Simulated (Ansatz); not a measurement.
# CH8O2Si2: the cost of one run

Computed with Ansatz 0.2.0, Gaussian basis. Level: functionals in def2-TZVPP, the program's frozen cores in correlated methods.

Levels to be run: PBE-D4, r2SCAN-D4, PBE0-D4, B3LYP-D4, ωB97X-V, ωB97M-V, B2PLYP; CCSD(T)/def2-TZVPP; MP2/def2-QZVPP; extrapolation to the limit.

### 1 The geometry

The geometry comes from an earlier relaxation with PBE0-D4 in a triple-zeta def2 set; it is a stationary point, not always the lowest conformer.

SMILES `O[SiH2]C(O)[SiH3]`, 13 atoms, charge 0, spin multiplicity 1.

Atoms are counted from 1 here; the program's logs count them from 0.

Bond lengths: O1–Si2 1.645 Å, O1–H6 0.960 Å, Si2–C3 1.885 Å, Si2–H7 1.488 Å, Si2–H8 1.483 Å, C3–O4 1.439 Å, C3–Si5 1.888 Å, C3–H9 1.102 Å, O4–H10 0.961 Å, Si5–H11 1.485 Å, Si5–H12 1.487 Å, Si5–H13 1.492 Å. Angles: Si2–O1–H6 114.6°, O1–Si2–C3 109.4°, O1–Si2–H7 111.5°, O1–Si2–H8 107.4°, C3–Si2–H7 108.6°, C3–Si2–H8 110.0°, H7–Si2–H8 110.0°, Si2–C3–O4 104.5°, Si2–C3–Si5 114.6°, Si2–C3–H9 106.9°, O4–C3–Si5 111.6°, O4–C3–H9 110.7°, Si5–C3–H9 108.5°, C3–O4–H10 109.2°, C3–Si5–H11 111.1°, C3–Si5–H12 110.5°, C3–Si5–H13 107.9°, H11–Si5–H12 109.7° and more.

### 2 PBE-D4 (GGA)

Contents of in.yaml:

```yaml
crystal:
  periodic: [false, false, false]
  atoms:
    - {symbol: O, position_ang: [-2.134335, 1.720417, 0.037986]}
    - {symbol: Si, position_ang: [-1.509918, 0.199268, -0.004504]}
    - {symbol: C, position_ang: [0.349301, 0.276096, 0.295522]}
    - {symbol: O, position_ang: [0.826746, 1.250647, -0.650018]}
    - {symbol: Si, position_ang: [1.243994, -1.375401, 0.102843]}
    - {symbol: H, position_ang: [-1.625888, 2.375273, -0.446466]}
    - {symbol: H, position_ang: [-1.750586, -0.453429, -1.319737]}
    - {symbol: H, position_ang: [-2.165856, -0.578402, 1.074695]}
    - {symbol: H, position_ang: [0.492588, 0.632022, 1.328356]}
    - {symbol: H, position_ang: [1.780411, 1.335252, -0.562040]}
    - {symbol: H, position_ang: [0.912035, -2.016218, -1.195195]}
    - {symbol: H, position_ang: [0.890981, -2.292678, 1.219144]}
    - {symbol: H, position_ang: [2.711030, -1.107447, 0.134117]}
basis:
  gaussian: {orbitals: def2-TZVPP}
hamiltonian: {xc: pbe, dispersion: d4}
output: {forces: true, orbitals: {seedname: orbitals}}
```

On the command line:

```sh
> ansatz run in.yaml --threads 4 --pin off --events-out ev --progress --plain --max-ram 10444MiB
```

Q: Estimate wall time and peak memory on 4 threads of Arm Neoverse V1, shared host.

About 3.3 s, with a peak of 0.43 GiB.
